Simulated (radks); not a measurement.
# Ru⁺ in [Kr] 4d7: an all-electron calculation

Wanted: eigenvalues, radial structure and energy terms of the ruthenium ion Ru+.

Program: radks (a radial shooting solver on a logarithmic mesh, Libxc functionals) version 1. Level of theory: scalar-relativistic Kohn-Sham, LDA (Slater exchange, Perdew-Wang correlation), spin-polarised, spherical densities, finite nucleus; open shells are filled with parallel spins first. These are calculated values, not measurements, unless marked.

### Step 1. What is computed

```
element            : ruthenium (Z = 44)
charge             : +1
electrons          : 43
configuration      : [Kr] 4d7
nuclear rms radius : 4.4809 fm
```

The outer shells:

Ru⁺
```
[Kr] core
4d [↑↓][↑↓][↑ ][↑ ][↑ ]
```

### Step 2. Self-consistent calculation

Input:

```text
Z 44
configuration [Kr] 4d7 5s0 5p0
relativity scalar-relativistic
functional lda,pw
spin polarised
nucleus finite rms 4.4809 fm
c 137.035999084
```

On the command line:

```
> python run_ks.py task.json out
```

This one command runs every case of the session in turn.

**Question.** What will this run give?

The runs gave:

| quantity | value |
| --- | --- |
| total energy | -4525.97241 hartree |
| exchange-correlation share of it | 2.84 % |
| −T/E | 1.0338 |
| highest occupied level | 4d down, -11.773 eV |
| most extended occupied level | 4d down, <r> = 1.67 bohr |
| radius at density 0.001 e/bohr³ | 3.82 bohr |
| maxima of the radial density | 4 |
| ionisation energy, NIST | 16.8 (semi-emp.) eV |

What this shows: 4 principal shells are occupied and 4 maxima appear in the radial density. Relativity lifts −T/E to 1.034. The top level binds by 11.773 eV, 70 % of the NIST ionisation energy of 16.8 eV; the potential of a semilocal functional falls off too fast, so its top eigenvalue is too shallow. Open shells are spherical and high-spin; term and fine-structure splittings are not resolved.
